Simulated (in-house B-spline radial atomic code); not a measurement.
# Cu⁴⁺: excited configurations

Wanted: excitation energies of Cu⁴⁺ as differences of total energies (ΔSCF).

Program: in-house B-spline radial atomic code version 1. Level of theory: non-relativistic RPBE, spin-polarised, spherical fractional occupations, point nucleus, basis-set limit. These are calculated values, not measurements, unless marked.

### Step 1. The atom as given

| Item | Value |
| --- | --- |
| element | copper (Z = 29) |
| charge | +4 |
| electrons | 25 |
| configuration | [Ar] 3d7 |
| Hamiltonian | non-relativistic |
| nucleus | point |

The outer shells:

[Ar] 3d7
```
[Ar] core
3d [↑↓][↑↓][↑ ][↑ ][↑ ]
```

Where spins are not typed, each open shell is filled with up spins first.

Input settings:

```ini
Z = 29
electrons = 25.0
configuration = [Ar] 3d7
hamiltonian = nr
method = rpbe,pbe
spin_polarised = True
```

This reference run was done before. Its total energy is -1635.885959 hartree, and its levels are (the highest eight at most):

| orbital | occupation | energy (eV) | <r> (bohr) |
| --- | --- | --- | --- |
| 2p up | 3 | -984.54 | 0.2080 |
| 2p down | 3 | -982.96 | 0.2076 |
| 3s up | 1 | -181.86 | 0.7072 |
| 3s down | 1 | -177.90 | 0.7096 |
| 3p up | 3 | -141.40 | 0.7279 |
| 3p down | 3 | -137.47 | 0.7317 |
| 3d up | 5 | -72.934 | 0.7960 |
| 3d down | 2 | -69.048 | 0.8117 |

### Step 2. [Ne] 3s2 3p5 3d8

Input settings:

```ini
Z = 29
electrons = 25.0
configuration = [Ne] 3s2 3p5 3d8
hamiltonian = nr
method = rpbe,pbe
spin_polarised = True
```

### Step 3. Run with 1s2 2s2 2p6 3s2 3p3,2 3d4,3 4p0,1

In configurations, two counts after a shell (as in p1,2) give the electrons with spin up and with spin down.

Input settings:

```ini
Z = 29
electrons = 25.0
configuration = 1s2 2s2 2p6 3s2 3p3,2 3d4,3 4p0,1
hamiltonian = nr
method = rpbe,pbe
spin_polarised = True
```

### Step 4. 1s2 2s2 2p6 3s2 3p6 3d3,3 4f1,0

Input settings:

```ini
Z = 29
electrons = 25.0
configuration = 1s2 2s2 2p6 3s2 3p6 3d3,3 4f1,0
hamiltonian = nr
method = rpbe,pbe
spin_polarised = True
```

### Step 5. 1s2 2s2 2p6 3s2 3p3,2 3d2,5 4f0,1

Input settings:

```ini
Z = 29
electrons = 25.0
configuration = 1s2 2s2 2p6 3s2 3p3,2 3d2,5 4f0,1
hamiltonian = nr
method = rpbe,pbe
spin_polarised = True
```

### Step 6. Configuration 1s2 2s2 2p6 3s2 3p2,3 3d5,2 4s1,0

Input settings:

```ini
Z = 29
electrons = 25.0
configuration = 1s2 2s2 2p6 3s2 3p2,3 3d5,2 4s1,0
hamiltonian = nr
method = rpbe,pbe
spin_polarised = True
```

### Step 7. Configuration 1s2 2s2 2p6 3s2 3p6 3d3,4

Input settings:

```ini
Z = 29
electrons = 25.0
configuration = 1s2 2s2 2p6 3s2 3p6 3d3,4
hamiltonian = nr
method = rpbe,pbe
spin_polarised = True
```

### Step 8. Run with 1s2 2s2 2p6 3s2 3p6 3d4,3

Input settings:

```ini
Z = 29
electrons = 25.0
configuration = 1s2 2s2 2p6 3s2 3p6 3d4,3
hamiltonian = nr
method = rpbe,pbe
spin_polarised = True
```

How far above the reference does each configuration lie (order and size, in eV)?

As calculated:

| net move | configuration | 2|M_S|+1 | energy above the reference (eV) | largest <r> (bohr) |
| --- | --- | --- | --- | --- |
| same shells, spins typed | 1s2 2s2 2p6 3s2 3p6 3d3,4 | 2 | 2.587 | 0.805 |
| same shells, spins typed | 1s2 2s2 2p6 3s2 3p6 3d4,3 | 2 | 2.587 | 0.805 |
| 3d → 4f, spins typed | 1s2 2s2 2p6 3s2 3p6 3d3,3 4f1,0 | 2 | 64.110 | 3.43 |
| 3p → 3d | [Ne] 3s2 3p5 3d8 | 4 | 68.428 | 0.809 |
| 3p → 4s, spins typed | 1s2 2s2 2p6 3s2 3p2,3 3d5,2 4s1,0 | 4 | 96.575 | 1.86 |
| 3p → 4p, spins typed | 1s2 2s2 2p6 3s2 3p3,2 3d4,3 4p0,1 | 2 | 106.97 | 2.08 |
| 3p → 4f, spins typed | 1s2 2s2 2p6 3s2 3p3,2 3d2,5 4f0,1 | 4 | 131.66 | 3.41 |

The lowest of them is same shells, spins typed at 2.587 eV and the highest 3p → 4f, spins typed at 131.66 eV. 1 of them lies more than 60 % above minus the reference's highest level (69.048 eV), in the range where a state can decay by emitting an electron. The reference has 2|M_S|+1 = 4; 4 of the configurations differ from it in spin. These are spherical averages at the typed spins, not spectroscopic levels.
